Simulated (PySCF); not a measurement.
# C6H13PS: the cost of one run

Computed with PySCF 2.14.0 and routines of our own; the level stands in each step. Atoms count from 0.

## Step 1: The starting structure

21 atoms, charge 0, multiplicity 1; geometry from: GFN2-xTB.

## Step 2: Relaxing the molecule at PBE0-D3(BJ)/def2-SVP

Job settings and geometry (Å):

```
{"job": {"xc": "PBE0", "basis": "def2-SVP", "d3": "d3bj", "grid": 1, "kind": "geom"}, "charge": 0, "multiplicity": 1}
C     -1.602546     1.759014    -0.183896
C     -1.735952     0.440763    -0.240622
C     -3.047151    -0.234124     0.029409
P     -0.404695    -0.683059    -0.827569
C     -0.451927    -1.935499     0.535001
C      1.078302     0.272665    -0.224152
S      2.549966    -0.802126    -0.246419
C      3.812087     0.475160     0.018497
H     -0.677857     2.263599    -0.404094
H     -2.430552     2.394442     0.090711
H     -3.016703    -0.759558     0.983555
H     -3.855475     0.493353     0.064355
H     -3.260781    -0.965327    -0.749760
H     -1.335125    -2.560746     0.423054
H     -0.453481    -1.457567     1.514290
H      0.432207    -2.563951     0.438092
H      0.926869     0.649873     0.790920
H      1.273701     1.098736    -0.910189
H      4.769103    -0.033061     0.065389
H      3.619047     0.990067     0.955734
H      3.802044     1.174288    -0.813370
```

Run with:

```sh
$ OMP_NUM_THREADS=1 python excited_run.py task.json out
```

The driver reads the jobs from task.json and runs them one after another.

**Question.** How long does this first job take on 1 thread of Arm Neoverse V1, shared host, and how much memory does it need?

About 2 min, with a peak of 0.83 GiB.
